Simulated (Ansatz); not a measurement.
# C2H4NOSi (SMILES C[SiH]N=C=O): U-revPBE/def2-SVP

What is the vertical ionisation energy of C2H4NOSi at U-revPBE/def2-SVP? 

The results are computed with Ansatz 0.2.0.

104 further runs of the same task are left out: 104 set aside as unsound or not needed.

## (1) The system as given

C2H4NOSi has 9 atoms, charge 0, and is taken as a doublet. As SMILES, `C[SiH]N=C=O`. The shape is that of a PBE0-D4/def2-TZVP optimisation. This is one conformer, not always the lowest.

Bond lengths: C1–Si2 1.865 Å, Si2–N3 1.715 Å, N3–C4 1.195 Å, C4–O5 1.166 Å, C1–H6 1.094 Å, C1–H7 1.091 Å, C1–H8 1.092 Å, Si2–H9 1.490 Å. Some angles: C1–Si2–N3 109.4°, Si2–N3–C4 161.1°, N3–C4–O5 178.3°, C1–Si2–H9 111.9°, N3–Si2–H9 107.3°, Si2–C1–H6 110.2°, Si2–C1–H7 111.1°, Si2–C1–H8 110.1°, H6–C1–H7 108.5°, H6–C1–H8 108.5°.

## (2) The energy at U-revPBE/def2-SVP

run.yaml

```yaml
crystal:
  periodic: [false, false, false]
  atoms:
    - {symbol: C, position_ang: [-0.230800, 0.936500, 1.233300]}
    - {symbol: Si, position_ang: [-0.019100, 0.717300, -0.606900]}
    - {symbol: "N", position_ang: [0.147000, -0.951200, -0.966600]}
    - {symbol: C, position_ang: [-0.027700, -2.022300, -1.465700]}
    - {symbol: O, position_ang: [-0.174100, -3.081100, -1.930900]}
    - {symbol: H, position_ang: [0.625000, 0.510600, 1.765400]}
    - {symbol: H, position_ang: [-1.138100, 0.442600, 1.585600]}
    - {symbol: H, position_ang: [-0.298200, 1.998600, 1.479400]}
    - {symbol: H, position_ang: [1.204500, 1.402700, -1.110500]}
basis:
  gaussian:
    orbitals: def2-SVP
magnetization:
  spin_polarized: true
  initial_magnetization: 1
hamiltonian:
  xc: {name: revPBE}
accuracy: high
output: {orbitals: {seedname: orbitals}}
```

Started as:

```bash
$ ansatz run run.yaml --threads 1 --pin off --max-ram 3480MiB --events-out events.jsonl --progress --plain --runs-dir runs
```

The log of the run:

```text
Warning: RAYON_NUM_THREADS=1 ignored (pool sized by the plan → 1); use --threads N
Functional definition: revPBE
  name "revPBE"
  parameter kappa = 1.245
  parameter beta = 0.06672455060314922
  exchange = pbe_x(kappa = kappa, mu = beta*pi^2/3)
  correlation = pbe_c(beta = beta)
2091 factors; integrals over basis functions are off by at most 3.8e-9 eV
mean field evaluation 1: about -13532.2024 eV, gradient 5.2e1 eV
mean field evaluation 2: about -13508.5877 eV, gradient 8.3e1 eV
mean field evaluation 4: about -13543.7202 eV, gradient 6.4e0 eV
mean field evaluation 8: about -13543.9033 eV, gradient 4.1e-1 eV
mean field evaluation 16: about -13543.9040 eV, gradient 1.7e-4 eV
mean field -13543.90398769 eV, -497.7292911598 hartree, gradient 8.3e-8 eV, S^2 0.751763; 0 other end points of the search recorded, 0 dependent functions left out
reference -13543.90399157 eV, -497.7292913024 hartree; 23, 22 occupied and 71, 72 virtual orbitals, 2091 factors
Total energy: -13543.90399157 eV, -497.7292913024 hartree
```

Wall time 12 s (1 thread of Arm Neoverse V1, shared host); peak memory 0.3 GiB.

## (3) The singlet cation at the same level

run.yaml

```yaml
crystal:
  periodic: [false, false, false]
  atoms:
    - symbol: C
      position_ang: [-0.230800, 0.936500, 1.233300]
    - symbol: Si
      position_ang: [-0.019100, 0.717300, -0.606900]
    - symbol: N
      position_ang: [0.147000, -0.951200, -0.966600]
    - symbol: C
      position_ang: [-0.027700, -2.022300, -1.465700]
    - symbol: O
      position_ang: [-0.174100, -3.081100, -1.930900]
    - symbol: H
      position_ang: [0.625000, 0.510600, 1.765400]
    - symbol: H
      position_ang: [-1.138100, 0.442600, 1.585600]
    - symbol: H
      position_ang: [-0.298200, 1.998600, 1.479400]
    - symbol: H
      position_ang: [1.204500, 1.402700, -1.110500]
basis:
  gaussian: {orbitals: def2-SVP}
magnetization: {spin_polarized: false}
output: {orbitals: {seedname: orbitals}}
accuracy: high
total_charge: 1
hamiltonian: {xc: {name: revPBE}}
```

Started as:

```bash
$ ansatz run run.yaml --threads 1 --pin off --max-ram 3480MiB --events-out events.jsonl --progress --plain --runs-dir runs
```

The log of the run:

```text
Warning: RAYON_NUM_THREADS=1 ignored (pool sized by the plan → 1); use --threads N
[... 6 set-up lines as earlier in the session ...]
2090 factors; integrals over basis functions are off by at most 3.8e-9 eV
mean field evaluation 1: about -13515.2852 eV, gradient 9.6e1 eV
mean field evaluation 2: about -13424.6091 eV, gradient 1.9e2 eV
mean field evaluation 4: about -13533.3627 eV, gradient 3.7e1 eV
mean field evaluation 8: about -13536.1263 eV, gradient 2.0e-1 eV
mean field evaluation 16: about -13536.1159 eV, gradient 1.7e-4 eV
mean field -13536.11586620 eV, -497.4430829741 hartree, gradient 5.4e-8 eV, S^2 0.000000; 0 other end points of the search recorded, 0 dependent functions left out
reference -13536.11587002 eV, -497.4430831143 hartree; 22, 22 occupied and 72, 72 virtual orbitals, 2090 factors
Total energy: -13536.11587002 eV, -497.4430831143 hartree
```

It took 7.5 s on 1 thread of Arm Neoverse V1, shared host; peak memory 0.24 GiB.

## (4) Results

Level: U-revPBE/def2-SVP.

```
                                            quantity          value
                      doublet C2H4NOSi: total energy  -497.72929 Eh
doublet C2H4NOSi: HOMO energy (highest over α and β)       -4.76 eV
 doublet C2H4NOSi: LUMO energy (lowest over α and β)       -3.05 eV
                              doublet C2H4NOSi: ⟨S²⟩          0.752
                        singlet cation: total energy  -497.44308 Eh
                         singlet cation: HOMO energy      -12.79 eV
                         singlet cation: LUMO energy      -10.62 eV
                       singlet cation: HOMO–LUMO gap        2.17 eV
  vertical ionisation energy (to the singlet cation)       7.788 eV
```

**Reading.** Removing an electron at fixed nuclei costs 7.79 eV (180 kcal/mol). Only the singlet of the ionised species was computed; a triplet could lie lower.
